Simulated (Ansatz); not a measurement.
# KNaBe3: the cost of one run

Method: DFT PBE, scalar-relativistic, plane waves, PAW, in Ansatz 0.2.0.

1 further run of the same task is left out (it didn't finish).

## (1) The system as given

It takes space group P4mm (No. 99, tetragonal). Conventional cell: a = 3.960 Å, b = 3.960 Å, c = 5.019 Å, α = 90.00°, β = 90.00°, γ = 90.00°. Around K (site symmetry 4mm) lie 12 Be at 2.86 to 3.28 Å and 4 Na at 3.23 Å. Na (site symmetry 4mm) is surrounded by 5 Be at 2.13 to 2.21 Å. Be (site symmetry 4mm) has 1 Na at 2.21 Å as nearest neighbours. Around Be (site symmetry 2mm) lie 2 Na at 2.13 Å.

Structure file:

```
CELL_PARAMETERS angstrom
3.95969 0.00000 0.00000
0.00000 3.95969 0.00000
0.00000 0.00000 5.01889
ATOMIC_POSITIONS crystal
K 0.00000 0.00000 0.00000
Na 0.50000 0.50000 0.68000
Be 0.50000 0.50000 0.12010
Be 0.00000 0.50000 0.52090
Be 0.50000 0.00000 0.52090
```

This is candidate A: CeBPt3 type (P4mm, No. 99).

(A quick probe on a coarse mesh, which set the mesh and smearing, is not shown.)

## (3) A loose first relaxation (candidate A)

The input, input.yaml:

```yaml
crystal:
  lattice:
    - [3.959688415, 0.0, 0.0]
    - [0.0, 3.959688415, 0.0]
    - [0.0, 0.0, 5.0188869948]
  atoms:
    - { symbol: K, position: [0.0, 0.0, 0.0] }
    - { symbol: Na, position: [0.5, 0.5, 0.68] }
    - { symbol: Be, position: [0.5, 0.5, 0.1201] }
    - { symbol: Be, position: [0.0, 0.5, 0.5209] }
    - { symbol: Be, position: [0.5, 0.0, 0.5209] }
basis:
  ecutwfc: 420
kpoints:
  mp_grid: { grid: [4, 4, 4] }
hamiltonian:
  xc: pbe
scf:
  occupations: { method: gaussian, width: 0.1 }
  lower_state_search: "off"
output:
  forces: true
  stress: true
  eigenvalues: true
relax:
  adjacent_minimum: "off"
  f_tol: 0.04
  max_steps: 70
  cell: { stress_tol: 0.4 }
```

Command:

```console
$ ansatz run input.yaml --threads 1 --pin off --max-ram 2560MiB --backend cpu --events-out ev --progress --plain --runs-dir out
```

Q: Estimate wall time and peak memory on 1 thread of Arm Neoverse V1, shared host.

About 41 s, with a peak of 0.34 GiB.
